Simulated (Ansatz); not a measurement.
C₃H₅ClGe, SMILES Cl[C]1=C[CH2][GeH2]1, a ladder of methods at one geometry

With Ansatz 0.2.0 through its Python package.

Typed at the interpreter:
```pycon
>>> from pathlib import Path
>>> import ansatz as az
>>> import numpy as np
>>> geometry = (
...     az.Crystal.molecule()
...     .atom("Cl", (-2.3423, -0.0834, 1.6948))
...     .atom("C", (-0.9869, -0.1333, 0.6409))
...     .atom("C", (-0.5013, -1.1581, -0.1578))
...     .atom("C", (0.7778, -0.3736, -0.6682))
...     .atom("Ge", (0.3797, 1.1662, 0.1839))
...     .atom("H", (-0.7989, -2.1613, -0.3237))
...     .atom("H", (1.6897, -0.8376, -0.3362))
...     .atom("H", (0.6844, -0.2425, -1.773))
...     .atom("H", (1.3399, 1.4671, 1.43))
...     .atom("H", (-0.1589, 2.3054, -0.6877))
... )
>>> base = geometry.calculation().basis(gaussian="def2-SVP")
>>> print("functional    E (Ha)        dipole (D)   HOMO (eV)  LUMO (eV)")
functional    E (Ha)        dipole (D)   HOMO (eV)  LUMO (eV)
>>> for name in ["blyp", "b3lyp", "hf", "pbe"]:
...     rep = base.functional(name).forces().orbitals().run(runs_dir="runs").report
...     lines = Path(rep["orbitals_path"]).read_text().splitlines()
...     field_of = lambda key: [line.split("=")[1].strip() for line in lines if line.startswith(key)]
...     orbitals = [(27.211386 * float(e), s, float(n)) for e, s, n in zip(field_of("Ene="), field_of("Spin="), field_of("Occup="))]
...     homo = max(e for e, _, n in orbitals if n > 0.5)
...     lumo = min(e for e, _, n in orbitals if n < 0.5)
...     dipole = 4.803205 * np.linalg.norm(rep["charge_distribution"]["dipole_moment_e_ang"])
...     print(f"{name:10s} {rep['free_energy_ev'] / 27.211386246:14.6f} {dipole:9.3f} {homo:11.3f} {lumo:10.3f}")
...
blyp         -2653.932256     1.762      -5.549     -1.012
b3lyp        -2654.008241     1.959      -6.646     -0.424
hf           -2650.786863     2.500      -9.350      3.374
pbe          -2653.292354     1.861      -5.784     -1.227
```

Caveats:
- Total energies depend on the basis set; only differences at equal settings carry meaning.
- The geometry is a force-field or estimated start, not a minimum of this method, and the basis set is short of its limit. A lower total doesn't mark the better method: functionals have no common bound, and MP2 and coupled cluster aren't variational.
- b3lyp holds the VWN-RPA fit, as in Gaussian; the form of ORCA and Turbomole is b3lyp5.
- Levels such as HOMO and LUMO are orbital energies: with these approximate functionals they aren't the ionisation energy and electron affinity, and their gap isn't the fundamental gap.
- Hardware and time: 19 s on 1 thread of Arm Neoverse V2, with other jobs on the host, peak memory 0.34 GiB.
